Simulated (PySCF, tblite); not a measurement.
# C2H8FPSi2: geometry, infrared bands and NMR shifts

What infrared bands and NMR shifts should C2H8FPSi2 (`F/C(=C\[SiH3])[SiH2]P`) show?

Computed with tblite 0.8.0 and PySCF 2.14.0, with density-fitted response routines of our own, on a single molecule in the gas phase. Atoms count from 0, in the outputs and in this text.

### Step 1. The starting structure

14 atoms, charge 0, multiplicity 1; geometry from: force field or distance geometry start.

Bonds of the start (Å): F0–C1 1.36, C1–C2 1.35, C2–Si3 1.84, C1–Si4 1.84, Si4–P5 2.17, C2–H6 1.07, Si3–H7 1.48, Si3–H8 1.49, Si3–H9 1.45, Si4–H10 1.48, Si4–H11 1.49, P5–H12 1.44, P5–H13 1.44.

### Step 2. Optimising the geometry with GFN2-xTB

Job settings and geometry (Å):

```
{"job": {"kind": "relax", "xc": "GFN2-xTB", "basis": "xTB"}, "charge": 0, "multiplicity": 1}
F      0.951500     0.002200    -1.855700
C      0.252600    -0.180600    -0.702800
C      0.931200    -0.114800     0.459900
Si     2.728700     0.253100     0.365700
Si    -1.548900    -0.534200    -0.790400
P     -2.756700     0.506400     0.682500
H      0.427100    -0.250400     1.391600
H      3.221600     0.084800    -1.015600
H      3.460100    -0.770100     1.163400
H      3.071100     1.590000     0.803000
H     -1.794000    -1.992500    -0.660800
H     -1.948800    -0.224600    -2.194800
H     -3.072600     1.877900     0.372600
H     -3.923400    -0.247500     1.079400
```

Run with:

```bash
$ OMP_NUM_THREADS=1 python probes_run.py task.json out
```

One launch serves the whole session: the jobs run in the order shown.

**Question.** This job is followed by: GFN2-xTB harmonic vibrations, gas phase; GIAO PBE0/pcSseg-1 NMR shielding, non-relativistic, gas phase. Predict these results of the whole session: strongest single infrared mode (GFN2-xTB); zero-point energy (GFN2-xTB); ¹³C shifts against TMS (PBE0/pcSseg-1); ¹H shifts against TMS (PBE0/pcSseg-1, means over atoms taken as alike); ¹⁹F shifts against CFCl3 (PBE0/pcSseg-1); ²⁹Si shifts against TMS (PBE0/pcSseg-1); ³¹P shifts against H3PO4 (PBE0/pcSseg-1); surface potential, 1st and 99th percentile.

**Answer**, as computed:

| quantity | value |
| --- | --- |
| strongest single infrared mode (GFN2-xTB) | 634 cm⁻¹, 410 km/mol |
| zero-point energy (GFN2-xTB) | 50.9 kcal/mol |
| ¹³C shifts against TMS (PBE0/pcSseg-1) | 187.0, 121.4 ppm |
| ¹H shifts against TMS (PBE0/pcSseg-1, means over atoms taken as alike) | 5.59, 4.75, 4.23, 1.10 ppm |
| ¹⁹F shifts against CFCl3 (PBE0/pcSseg-1) | -59.1 ppm |
| ²⁹Si shifts against TMS (PBE0/pcSseg-1) | -58.9, -91.8 ppm |
| ³¹P shifts against H3PO4 (PBE0/pcSseg-1) | -309.9 ppm |
| surface potential, 1st and 99th percentile | -0.77 V and 1.19 V |

**Reading.** Relaxing lowered the energy by 1.071 eV in 95 steps; the close pair that moved most is Si4–P5, from 2.170 to 2.239 Å. No mode is imaginary among the 36: a minimum at this level. The strongest single mode, at 634 cm⁻¹, moves mainly H11, H10 and H13. Unscaled tight-binding wavenumbers are off by several per cent, some by more. Its intensities can rank the bands wrongly. The most deshielded hydrogen is H6 (hydrogen on an alkene CH), at 5.59 ppm: attached to an sp2 carbon and in the plane of the double bond. At PBE0/pcSseg-1: Shielding is most anisotropic at F0 (span 298 ppm, paramagnetic term -246 ppm). At PBE0/pcSseg-1, counted by nearest atom on the grid, the HOMO lies on P5 29 %; C1, C2 about 20 % each, the LUMO on C1, C2 about 28 % each; Si4 7 %.
